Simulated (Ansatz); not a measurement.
# Na3YI6, space group Fm-3m: a single point from an input typed as a dict

Program: the Python package of Ansatz (0.2.0).

The cells in order, each with its output:

In [1]:
```python
import json
import warnings

import ansatz as az
import numpy as np
import pandas as pd
```

In [2]:
```python
warnings.simplefilter('ignore', az.DeckWarning)
```

In [3]:
```python
deck = {
    'crystal': {
        'lattice': [
            [0.0, 6.107796, 6.107796],
            [6.107796, 0.0, 6.107796],
            [6.107796, 6.107796, 0.0],
        ],
        'atoms': [
            {'symbol': 'Na', 'position': [0.75, 0.75, 0.75]},
            {'symbol': 'Na', 'position': [0.25, 0.25, 0.25]},
            {'symbol': 'Na', 'position': [0.5, 0.5, 0.5]},
            {'symbol': 'Y', 'position': [0.0, 0.0, 0.0]},
            {'symbol': 'I', 'position': [0.753772, 0.246228, 0.246228]},
            {'symbol': 'I', 'position': [0.246228, 0.246228, 0.753772]},
            {'symbol': 'I', 'position': [0.246228, 0.753772, 0.753772]},
            {'symbol': 'I', 'position': [0.246228, 0.753772, 0.246228]},
            {'symbol': 'I', 'position': [0.753772, 0.246228, 0.753772]},
            {'symbol': 'I', 'position': [0.753772, 0.753772, 0.246228]},
        ],
    },
    'kpoints': {'mp_grid': {'grid': [3, 3, 3]}},
    'hamiltonian': {'xc': 'pbesol'},
    'scf': {'occupations': {'method': 'fixed'}},
    'output': {'forces': True, 'stress': True},
}
```

In [4]:
```python
outcome = az.Session.from_dict(deck).plan().execute()
r = outcome.report
```

In [5]:
```python
r['n_kpoints'], r['n_symmetry_ops'], r['n_pw']
```
Out [5]:
```text
(4, 48, 8873)
```

In [6]:
```python
r['free_energy_ev']
```
Out [6]:
```text
-52827.74218865931
```

In [7]:
```python
r['n_electrons']
```
Out [7]:
```text
140.0
```

In [8]:
```python
print('%-22s %14.5f eV' % ('F = E - TS', r['free_energy_ev']))
print('%-22s %14.5f eV' % ('E', r['internal_energy_ev']))
print('%-22s %14.5f eV' % ('Harris-Foulkes', r['harris_foulkes_ev']))
print('%-22s %14.5f eV' % ('Fermi level', r['fermi_energy_ev']))

# the stress is positive in compression
print('pressure by term (GPa)')
for term, tensor in r['stress_terms_gpa'].items():
    if np.any(tensor):
        print(f'  {term:28s} {np.trace(np.array(tensor)) / 3:12.3f}')
print(f'  {"total":28s} {np.trace(np.array(r["stress_gpa"])) / 3:12.3f}')
```
```text
F = E - TS               -52827.74219 eV
E                        -52827.74219 eV
Harris-Foulkes           -52827.74219 eV
Fermi level                   2.41177 eV
pressure by term (GPa)
  kinetic                           421.436
  hartree                          1056.095
  ewald                           -1313.549
  local_pseudopotential             173.752
  nonlocal_pseudopotential         -131.331
  augmentation                     -100.799
  nlcc                              -81.518
  xc                                -25.005
  augmentation_tail                  -0.002
  scf_correction                      0.000
  pulay_correction                    0.012
  total                              -0.910
```

In [9]:
```python
# forces, one row an atom
table = pd.DataFrame(r['forces_ev_ang'], columns=['fx', 'fy', 'fz'])
table.insert(0, 'atom', [site['symbol'] for site in r['lattice']['sites']])
table.round(4)
```
Out [9]:
```text
  atom      fx      fy      fz
0   Na  0.0000 -0.0000  0.0000
1   Na  0.0000 -0.0000 -0.0000
2   Na  0.0000 -0.0000 -0.0000
3    Y -0.0000  0.0000 -0.0000
4    I -0.1331 -0.0000 -0.0000
5    I -0.0000 -0.0000 -0.1331
6    I  0.1331  0.0000  0.0000
7    I  0.0000 -0.1331 -0.0000
8    I -0.0000  0.1331  0.0000
9    I -0.0000 -0.0000  0.1331
```

In [10]:
```python
keep = ['free_energy_ev', 'energy_sigma0_ev', 'fermi_energy_ev', 'n_iterations', 'converged', 'magnetization_mub', 'n_kpoints']
with open('na3yi6.json', 'w') as handle:
    json.dump({key: r[key] for key in keep}, handle, indent=1)
```

File `na3yi6.json` afterwards:
```json
{
 "free_energy_ev": -52827.74218865931,
 "energy_sigma0_ev": -52827.74218865931,
 "fermi_energy_ev": 2.4117662371251742,
 "n_iterations": 8,
 "converged": true,
 "magnetization_mub": 0.0,
 "n_kpoints": 4
}
```

Reading the output:
- Absolute energies stand on the zero of these potentials, so only differences at equal settings mean something. A total without «per atom» is that of the cell as typed.
- No spin polarisation was allowed.
- With fixed filling the reported Fermi level is the top filled level among the k-points of the SCF.
- An absolute Fermi energy rests on an arbitrary zero of the periodic potential and has no direct meaning.
- Pressure is positive in compression.
- This cell is a computed structure, which may not be the phase found in nature.
- It ran for 9 s on 1 thread of Arm Neoverse V1 (shared host), peak memory 0.81 GiB.
